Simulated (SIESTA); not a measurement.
The system is Ga3Sb.

```
CELL_PARAMETERS angstrom
-2.15880 2.15880 4.76048
2.15880 -2.15880 4.76048
2.15880 2.15880 -4.76048
ATOMIC_POSITIONS crystal
Sb 0.00000 0.00000 0.00000
Ga 0.50000 0.50000 0.00000
Ga 0.25000 0.75000 0.50000
Ga 0.75000 0.25000 0.50000
```

The cell comes from a database or a generator and needn't be the stable form of this composition.

Program: SIESTA 5.4.2. Alike in all runs: task band structure; level PBEsol; no spin polarisation; cell as given; k mesh 9 × 9 × 9; smearing fermi-dirac 0.05 eV; grid cutoff 800 Ry; energy shift 0.003 Ry.

Task: Order these runs on this cell by their pressure, lowest first.
A. potentials or basis PseudoDojo 0.4 standard (PBEsol files), SZP (energy shift 0.003 Ry)
B. potentials or basis PseudoDojo 0.4 standard (PBEsol files), SZ (energy shift 0.003 Ry)
C. potentials or basis PseudoDojo 0.4 standard (PBEsol files), TZDP (energy shift 0.003 Ry; two zetas on semicore shells)

Result: C (-3.1 GPa), A (-1.1 GPa), B (4.3 GPa).

Caveats: the basis of atomic orbitals isn't converged, which shifts pressures, moduli and gaps; the basis has no polarisation orbitals (some runs).
